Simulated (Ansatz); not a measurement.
# CH4AlClS: the cost of one run

Computed with Ansatz 0.2.0, driven from Python. Level of theory: Hartree-Fock/def2-SVP.

## (1) The structure

Bond lengths: C1–S2 1.767 Å, S2–Al3 2.247 Å, Al3–Cl4 2.189 Å, C1–H5 1.108 Å, C1–H6 1.172 Å, C1–H7 1.097 Å, Al3–H8 1.666 Å. Angles: C1–S2–Al3 93.1°, S2–C1–H5 113.0°, S2–C1–H6 109.8°, S2–C1–H7 113.5°, H5–C1–H6 103.5°, H5–C1–H7 109.9°, H6–C1–H7 106.5°, S2–Al3–Cl4 122.7°, S2–Al3–H8 120.3°, Cl4–Al3–H8 117.0°.

The script reads ch4alcls.xyz:

```xyz
8

C    -0.99910    0.68940   -0.51310
S    -0.09260   -0.58280   -1.33920
Al    1.30280   -0.88470    0.39560
Cl    0.88720   -2.29480    2.01760
H    -0.38950    1.59150   -0.30810
H    -1.85070    1.08810   -1.21280
H    -1.48630    0.35110    0.41020
H     2.72030   -0.01500    0.49400
```

## (2) The script

Input file ch4alcls.py:

```python
# -*- coding: utf-8 -*-
"""Vibrations of CH4AlClS."""

import itertools

import ansatz as az
from ase import Atoms
from ase.data import atomic_numbers, covalent_radii
from ase.thermochemistry import IdealGasThermo
import numpy as np

system = az.Crystal.molecule_from_extxyz("ch4alcls.xyz")

base = system.calculation()
base = base.basis(gaussian="def2-SVP").functional("hf")
symbols = [site.symbol for site in system.cartesian_sites]
start = np.array([site.position_ang for site in system.cartesian_sites], dtype=float)
def progress(event):
    if event["event"] == "relax_step":
        row = event["data"]
        print(f"step {row['step']:3d}  E = {row['lagrangian_ev']:.6f} eV  largest force component {row['allowed_force_max_ev_ang']:.4f} eV/A")


data = base.relax(force_tolerance=0.003).session().plan().execute(on_event=progress).report
end = np.array(data["positions_ang"])

# pairs closer than 1.2 times the sum of covalent radii, before or after
radius = [covalent_radii[atomic_numbers[s]] for s in symbols]
span = lambda where, i, j: np.linalg.norm(where[i] - where[j])
bonded = [(i, j) for i, j in itertools.combinations(range(len(symbols)), 2) if min(span(start, i, j), span(end, i, j)) < 1.2 * (radius[i] + radius[j])]
print("pair        before    after (A)")
for i, j in bonded:
    print(f"{symbols[i]}{i}-{symbols[j]}{j}".ljust(10), f"{span(start, i, j):8.4f} {span(end, i, j):8.4f}")

# same settings at the minimum
minimum = az.Crystal.molecule()
for symbol, place in zip(symbols, end):
    minimum = minimum.atom(symbol, place.tolist())
vibrating = minimum.calculation()
vibrating = vibrating.basis(gaussian="def2-SVP")
vibrating = vibrating.functional("hf")
vibrating = vibrating.phonons(temperatures=(298.15, 498.15, 100))
vib = vibrating.run().report["vibrations"]
sums = vib["harmonic_sums"]
modes = [m["omega_inv_cm"] for m in sums["modes_at_gamma"] if m["rigid_motion"] == "no"]
for number, w in enumerate(modes, start=1):
    print(f"mode {number:2d} {w:9.1f} 1/cm {w / 8065.544 * 1000:8.2f} meV")
print("imaginary modes:", sum(w < 0 for w in modes), " zero-point energy:", round(sums["zero_point_energy_ev"], 4), "eV")
# rigid rotor and ideal gas, symmetry number taken as one
gas = IdealGasThermo(vib_energies=[w / 8065.544 for w in modes if w > 0], geometry="linear" if len(modes) == 3 * len(symbols) - 5 else "nonlinear",
                     atoms=Atoms(symbols, positions=end), symmetrynumber=1, spin=0.0)
print(f"H(298 K) - E = {gas.get_enthalpy(298.15, verbose=False):.4f} eV")
print(f"S(298 K, 1 bar) = {96485.33 * gas.get_entropy(298.15, 1e5, verbose=False):.1f} J/(mol K) with symmetry number 1")
```

## (3) What the engine is handed

The engine receives this input (first run):

```yaml
crystal:
  periodic: [false, false, false]
  atoms:
    - { symbol: C, position_ang: [-0.9991, 0.6894, -0.5131] }
    - { symbol: S, position_ang: [-0.0926, -0.5828, -1.3392] }
    - { symbol: Al, position_ang: [1.3028, -0.8847, 0.3956] }
    - { symbol: Cl, position_ang: [0.8872, -2.2948, 2.0176] }
    - { symbol: H, position_ang: [-0.3895, 1.5915, -0.3081] }
    - { symbol: H, position_ang: [-1.8507, 1.0881, -1.2128] }
    - { symbol: H, position_ang: [-1.4863, 0.3511, 0.4102] }
    - { symbol: H, position_ang: [2.7203, -0.015, 0.494] }
basis:
  gaussian:
    orbitals: def2-SVP
hamiltonian:
  xc: hf
relax:
  f_tol: 0.003
```

## (4) Running it

On the command line:

```sh
> python ch4alcls.py
```

What time and memory should one allow on 1 thread of Arm Neoverse V2, shared host?

About 72 s, with a peak of 0.29 GiB.
